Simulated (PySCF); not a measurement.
# C13H7N: field gradients at the nuclei, part 2 of 2

Aim: the electric field gradients and quadrupole couplings of C13H7N at several levels. Each job file holds the settings and the coordinates that a driver script hands to the program.

PySCF 2.14.0, density-fitted response routines. The steps go on from the part before.

**5. Field gradients, B3LYP/def2-TZVPP**

Contents of job.txt:

```
{"job": {"kind": "efgt", "xc": "B3LYP", "basis": "def2-TZVPP"}, "charge": 0, "multiplicity": 1}
N     -2.173269    -3.190673     0.488973
C     -1.995026    -2.063666     0.281955
C     -1.765324    -0.676115     0.027733
C     -2.843306     0.229445    -0.210017
C     -2.616788     1.571647    -0.455724
C     -1.309980     2.126999    -0.486431
C     -0.280532     1.250734    -0.256999
C     -0.499648    -0.129686    -0.003527
C      0.974111    -0.352677     0.125046
C      1.992464    -1.244144     0.355497
C      3.297058    -0.694981     0.324985
C      3.523546     0.654393     0.078029
C      2.465064     1.565747    -0.158714
C      1.202724     1.027362    -0.127755
H     -3.863649    -0.157314    -0.195130
H     -3.474859     2.224189    -0.631858
H     -1.158734     3.190043    -0.682840
H      1.825957    -2.305096     0.550257
H      4.152746    -1.351065     0.500796
H      4.551928     1.023412     0.066305
H      2.664099     2.621815    -0.350839
```

Output:

```text
coarse grid: 19520 points
cycle   1  E = -554.4055494077  dE =  2.651e+00  |g| = 5.900e-01  |ddm| = 5.409e+00
cycle   2  E = -554.1962403069  dE =  2.093e-01  |g| = 1.135e+00  |ddm| = 3.652e+00
cycle   3  E = -554.4753875085  dE = -2.791e-01  |g| = 2.692e-01  |ddm| = 2.831e+00
cycle   4  E = -554.4919932844  dE = -1.661e-02  |g| = 6.517e-02  |ddm| = 2.855e-01
cycle   5  E = -554.4929429142  dE = -9.496e-04  |g| = 2.245e-02  |ddm| = 1.329e-01
cycle   6  E = -554.4930606654  dE = -1.178e-04  |g| = 6.967e-03  |ddm| = 3.896e-02
cycle   7  E = -554.4930721814  dE = -1.152e-05  |g| = 2.528e-03  |ddm| = 8.997e-03
cycle   8  E = -554.4930739319  dE = -1.751e-06  |g| = 6.989e-04  |ddm| = 4.704e-03
final grid: 266096 points
cycle   9  E = -554.4755427712  dE = -1.098e-04  |g| = 6.203e-03  |ddm| = 3.225e-01
cycle  10  E = -554.4755414526  dE =  1.319e-06  |g| = 6.325e-03  |ddm| = 1.819e-02
cycle  11  E = -554.4755516283  dE = -1.018e-05  |g| = 1.280e-03  |ddm| = 6.800e-03
cycle  12  E = -554.4755519463  dE = -3.180e-07  |g| = 6.860e-04  |ddm| = 2.149e-03
cycle  13  E = -554.4755520669  dE = -1.206e-07  |g| = 1.824e-04  |ddm| = 7.211e-04
cycle  14  E = -554.4755520721  dE = -5.185e-09  |g| = 1.136e-04  |ddm| = 2.198e-04
cycle  15  E = -554.4755520750  dE = -2.877e-09  |g| = 2.078e-05  |ddm| = 1.680e-04
cycle  16  E = -554.4755520750  dE = -8.822e-11  |g| = 8.934e-06  |ddm| = 6.043e-05
converged SCF energy = -554.4755520750

Field-gradient tensors (au): xx yy zz xy xz yz
  0 N     0.49478   -0.88893    0.39415   -0.22524    0.04673    0.24289
  1 C     0.20115   -0.38861    0.18746   -0.09369    0.01770    0.10954
  2 C    -0.19792    0.05518    0.14273    0.03228   -0.02641    0.01982
  3 C    -0.11714   -0.17658    0.29372   -0.04856   -0.01576    0.09145
  4 C    -0.13993   -0.17069    0.31062   -0.01643   -0.02435    0.09576
  5 C    -0.16655   -0.13587    0.30242    0.01259   -0.03095    0.08899
  6 C    -0.08272   -0.21473    0.29745    0.05863   -0.03488    0.10664
  7 C    -0.12373   -0.20249    0.32622   -0.06462   -0.01503    0.10215
  8 C    -0.04385   -0.22867    0.27252    0.06082   -0.03127    0.10428
  9 C    -0.16980   -0.14334    0.31314    0.00394   -0.02978    0.09191
 10 C    -0.14409   -0.17234    0.31643   -0.02032   -0.02383    0.09688
 11 C    -0.13837   -0.18058    0.31895   -0.00775   -0.02612    0.09981
 12 C    -0.17331   -0.12249    0.29580   -0.00876   -0.02644    0.08352
 13 C    -0.11372   -0.17699    0.29072   -0.11173   -0.00281    0.08700
 14 H     0.22724   -0.07800   -0.14925    0.13377   -0.00371   -0.00610
 15 H     0.12210    0.01614   -0.13825   -0.19083    0.05273   -0.04316
 16 H    -0.12346    0.25813   -0.13467    0.05484   -0.00911   -0.07534
 17 H    -0.12181    0.25568   -0.13387    0.05903   -0.00988   -0.07427
 18 H     0.12106    0.01715   -0.13821   -0.19134    0.05249   -0.04317
 19 H     0.23172   -0.08308   -0.14864    0.12980   -0.00300   -0.00530
 20 H    -0.11728    0.25296   -0.13568    0.07338   -0.01231   -0.07328
```

Run time: 2.2 min. Hardware: 8 threads of Intel Xeon Platinum 8259CL at 2.50GHz (Skylake/Cascade Lake), shared host; peak memory 4.2 GiB.

**6. Field gradients, CAM-B3LYP/def2-TZVPP**

Changes to job.txt since step 5:

```diff
@@ -1,2 +1,2 @@
-{"job": {"kind": "efgt", "xc": "B3LYP", "basis": "def2-TZVPP"}, "charge": 0, "multiplicity": 1}
+{"job": {"kind": "efgt", "xc": "CAM-B3LYP", "basis": "def2-TZVPP"}, "charge": 0, "multiplicity": 1}
 N     -2.173269    -3.190673     0.488973
```

Output:

```text
coarse grid: 19520 points
cycle   1  E = -554.0889651160  dE =  3.266e+00  |g| = 5.575e-01  |ddm| = 5.358e+00
cycle   2  E = -553.9896497674  dE =  9.932e-02  |g| = 9.285e-01  |ddm| = 2.713e+00
cycle   3  E = -554.1718930333  dE = -1.822e-01  |g| = 9.118e-02  |ddm| = 1.801e+00
cycle   4  E = -554.1735759042  dE = -1.683e-03  |g| = 4.911e-02  |ddm| = 1.566e-01
cycle   5  E = -554.1741599152  dE = -5.840e-04  |g| = 1.072e-02  |ddm| = 6.623e-02
cycle   6  E = -554.1741858836  dE = -2.597e-05  |g| = 4.197e-03  |ddm| = 1.287e-02
cycle   7  E = -554.1741907649  dE = -4.881e-06  |g| = 1.487e-03  |ddm| = 6.055e-03
final grid: 266096 points
cycle   8  E = -554.1597858394  dE = -7.082e-05  |g| = 4.591e-03  |ddm| = 2.128e-01
cycle   9  E = -554.1597859357  dE = -9.629e-08  |g| = 4.405e-03  |ddm| = 1.386e-02
cycle  10  E = -554.1597907058  dE = -4.770e-06  |g| = 1.226e-03  |ddm| = 4.851e-03
cycle  11  E = -554.1597910515  dE = -3.457e-07  |g| = 3.566e-04  |ddm| = 1.203e-03
cycle  12  E = -554.1597910813  dE = -2.973e-08  |g| = 9.574e-05  |ddm| = 4.942e-04
cycle  13  E = -554.1597910831  dE = -1.786e-09  |g| = 5.087e-05  |ddm| = 1.489e-04
cycle  14  E = -554.1597910836  dE = -5.630e-10  |g| = 1.243e-05  |ddm| = 9.804e-05
converged SCF energy = -554.1597910836

Field-gradient tensors (au): xx yy zz xy xz yz
  0 N     0.50561   -0.90478    0.39917   -0.22972    0.04790    0.24678
  1 C     0.20328   -0.39867    0.19539   -0.09597    0.01777    0.11300
  2 C    -0.20464    0.05871    0.14593    0.03460   -0.02744    0.01991
  3 C    -0.12300   -0.18167    0.30467   -0.04967   -0.01657    0.09462
  4 C    -0.14384   -0.17361    0.31745   -0.01499   -0.02528    0.09781
  5 C    -0.17391   -0.14283    0.31673    0.01183   -0.03212    0.09323
  6 C    -0.08520   -0.21689    0.30209    0.05957   -0.03549    0.10807
  7 C    -0.13025   -0.20962    0.33988   -0.06602   -0.01598    0.10624
  8 C    -0.04187   -0.23220    0.27407    0.06225   -0.03153    0.10539
  9 C    -0.17579   -0.14887    0.32466    0.00295   -0.03064    0.09528
 10 C    -0.14775   -0.17593    0.32368   -0.01943   -0.02466    0.09910
 11 C    -0.14323   -0.18411    0.32735   -0.00860   -0.02675    0.10216
 12 C    -0.17813   -0.12776    0.30589   -0.00833   -0.02743    0.08664
 13 C    -0.11553   -0.17992    0.29545   -0.11425   -0.00271    0.08837
 14 H     0.22803   -0.07857   -0.14946    0.13429   -0.00376   -0.00599
 15 H     0.12253    0.01601   -0.13854   -0.19158    0.05292   -0.04324
 16 H    -0.12429    0.25894   -0.13465    0.05513   -0.00922   -0.07548
 17 H    -0.12259    0.25658   -0.13399    0.05934   -0.00998   -0.07446
 18 H     0.12148    0.01702   -0.13850   -0.19216    0.05269   -0.04325
 19 H     0.23260   -0.08366   -0.14894    0.13031   -0.00303   -0.00522
 20 H    -0.11807    0.25391   -0.13584    0.07365   -0.01240   -0.07349
```

Run time: 2.5 min. Hardware: 8 threads of Intel Xeon Platinum 8259CL at 2.50GHz (Skylake/Cascade Lake), shared host; peak memory 5.4 GiB.

**7. Field gradients, HF/def2-TZVPP**

Changes to job.txt since step 6:

```diff
@@ -1,2 +1,2 @@
-{"job": {"kind": "efgt", "xc": "CAM-B3LYP", "basis": "def2-TZVPP"}, "charge": 0, "multiplicity": 1}
+{"job": {"kind": "efgt", "xc": "HF", "basis": "def2-TZVPP"}, "charge": 0, "multiplicity": 1}
 N     -2.173269    -3.190673     0.488973
```

Output:

```text
final grid: 266096 points
cycle   1  E = -550.7165378599  dE =  4.753e+00  |g| = 7.663e-01  |ddm| = 5.205e+00
cycle   2  E = -550.8642966638  dE = -1.478e-01  |g| = 5.263e-01  |ddm| = 1.460e+00
cycle   3  E = -550.9216489696  dE = -5.735e-02  |g| = 1.756e-01  |ddm| = 7.905e-01
cycle   4  E = -550.9304523070  dE = -8.803e-03  |g| = 2.960e-02  |ddm| = 2.785e-01
cycle   5  E = -550.9307327027  dE = -2.804e-04  |g| = 9.477e-03  |ddm| = 7.948e-02
cycle   6  E = -550.9307678511  dE = -3.515e-05  |g| = 3.966e-03  |ddm| = 2.947e-02
cycle   7  E = -550.9307779275  dE = -1.008e-05  |g| = 1.704e-03  |ddm| = 1.499e-02
cycle   8  E = -550.9307802601  dE = -2.333e-06  |g| = 7.451e-04  |ddm| = 5.250e-03
cycle   9  E = -550.9307811189  dE = -8.588e-07  |g| = 4.024e-04  |ddm| = 2.484e-03
cycle  10  E = -550.9307813204  dE = -2.015e-07  |g| = 2.424e-04  |ddm| = 1.161e-03
cycle  11  E = -550.9307814007  dE = -8.039e-08  |g| = 9.975e-05  |ddm| = 8.970e-04
cycle  12  E = -550.9307814159  dE = -1.520e-08  |g| = 5.099e-05  |ddm| = 3.561e-04
cycle  13  E = -550.9307814198  dE = -3.893e-09  |g| = 2.953e-05  |ddm| = 1.584e-04
cycle  14  E = -550.9307814214  dE = -1.558e-09  |g| = 1.257e-05  |ddm| = 1.205e-04
cycle  15  E = -550.9307814216  dE = -1.926e-10  |g| = 4.292e-06  |ddm| = 5.292e-05
converged SCF energy = -550.9307814216

Field-gradient tensors (au): xx yy zz xy xz yz
  0 N     0.56840   -0.98643    0.41803   -0.25231    0.05465    0.26547
  1 C     0.22836   -0.46564    0.23729   -0.11215    0.01968    0.13381
  2 C    -0.22184    0.06259    0.15925    0.04265   -0.03081    0.02234
  3 C    -0.14143   -0.21491    0.35634   -0.04738   -0.02132    0.11183
  4 C    -0.15613   -0.19073    0.34686   -0.02238   -0.02640    0.10669
  5 C    -0.21143   -0.15757    0.36900    0.01019   -0.03722    0.10663
  6 C    -0.10251   -0.22673    0.32924    0.07250   -0.04067    0.11633
  7 C    -0.17457   -0.23613    0.41069   -0.07667   -0.02086    0.12512
  8 C    -0.05407   -0.24789    0.30196    0.07541   -0.03651    0.11497
  9 C    -0.20935   -0.16252    0.37187    0.00083   -0.03505    0.10738
 10 C    -0.16277   -0.19599    0.35876   -0.02800   -0.02602    0.10964
 11 C    -0.15878   -0.21375    0.37252   -0.00409   -0.03130    0.11746
 12 C    -0.20318   -0.13780    0.34098   -0.00299   -0.03205    0.09605
 13 C    -0.14721   -0.19345    0.34066   -0.12614   -0.00501    0.09945
 14 H     0.23246   -0.07955   -0.15292    0.13654   -0.00372   -0.00636
 15 H     0.12564    0.01708   -0.14272   -0.19512    0.05404   -0.04452
 16 H    -0.12626    0.26387   -0.13761    0.05619   -0.00935   -0.07700
 17 H    -0.12433    0.26135   -0.13702    0.06026   -0.01006   -0.07596
 18 H     0.12456    0.01795   -0.14251   -0.19584    0.05382   -0.04447
 19 H     0.23766   -0.08488   -0.15278    0.13288   -0.00301   -0.00558
 20 H    -0.11962    0.25920   -0.13958    0.07498   -0.01251   -0.07522
```

Run time: 73 s. Hardware: 8 threads of Intel Xeon Platinum 8259CL at 2.50GHz (Skylake/Cascade Lake), shared host; peak memory 5.4 GiB.

**8. The levels side by side**

Largest principal value Vzz, in atomic units:

```csv
atom,PBE0/def2-TZVPP,PBE/def2-TZVPP,B3LYP/def2-TZVPP,CAM-B3LYP/def2-TZVPP,HF/def2-TZVPP
N1,-0.9407,-0.8963,-0.9695,-0.9868,-1.0754
C2,-0.4009,-0.3706,-0.4233,-0.4344,-0.5079
C3,-0.1948,-0.1829,-0.2043,-0.2116,-0.2310
C4,0.3030,0.2784,0.3123,0.3239,0.3792
C5,0.3189,0.3000,0.3305,0.3378,0.3690
C6,0.3123,0.2867,0.3214,0.3366,0.3918
C7,0.3054,0.2895,0.3201,0.3250,0.3541
C8,0.3332,0.3044,0.3468,0.3613,0.4360
C9,0.2810,0.2682,0.2944,0.2962,0.3262
C10,0.3222,0.2992,0.3326,0.3448,0.3946
C11,0.3256,0.3060,0.3365,0.3442,0.3814
C12,0.3289,0.3075,0.3397,0.3486,0.3970
C13,0.3035,0.2829,0.3134,0.3242,0.3613
C14,0.2940,0.2775,0.3077,0.3126,0.3601
H15,0.2836,0.2831,0.2776,0.2786,0.2839
H16,0.2842,0.2835,0.2783,0.2793,0.2853
CPU time,6.1 min,7.8 min,6.3 min,7.2 min,3.8 min
```

Couplings eQVzz/h in MHz (234.9647 × Q in barn × Vzz), with Q = 0.02044 (14N), 0.00285783 (2H):

```csv
nucleus,PBE0/def2-TZVPP,PBE/def2-TZVPP,B3LYP/def2-TZVPP,CAM-B3LYP/def2-TZVPP,HF/def2-TZVPP
14N (atom 1),-4.518,-4.305,-4.656,-4.739,-5.165
2H (atom 15),0.190,0.190,0.186,0.187,0.191
2H (atom 16),0.191,0.190,0.187,0.188,0.192
2H (atom 17),0.192,0.191,0.188,0.188,0.192
2H (atom 18),0.191,0.190,0.187,0.188,0.191
2H (atom 19),0.191,0.190,0.187,0.188,0.192
2H (atom 20),0.191,0.190,0.187,0.188,0.192
2H (atom 21),0.192,0.192,0.188,0.189,0.193
```

**9. Outcome**

This closing draws on all 2 parts.

| quantity | value |
| --- | --- |
| coupling of 14N (atom 1), PBE0/def2-TZVPP | -4.518 MHz |
| coupling of 2H (atom 15), PBE0/def2-TZVPP | 0.190 MHz |
| coupling of 2H (atom 16), PBE0/def2-TZVPP | 0.191 MHz |
| coupling of 2H (atom 17), PBE0/def2-TZVPP | 0.192 MHz |
| coupling of 2H (atom 18), PBE0/def2-TZVPP | 0.191 MHz |

**Reading.** The largest coupling, that of 14N, runs from -5.165 (HF/def2-TZVPP) to -4.305 MHz (PBE/def2-TZVPP). The gradients are non-relativistic, at the equilibrium geometry and in principal axes; measured couplings hold vibrational averaging and refer to the inertial axes. The def2 sets are stiff near the nuclei, which limits their accuracy.
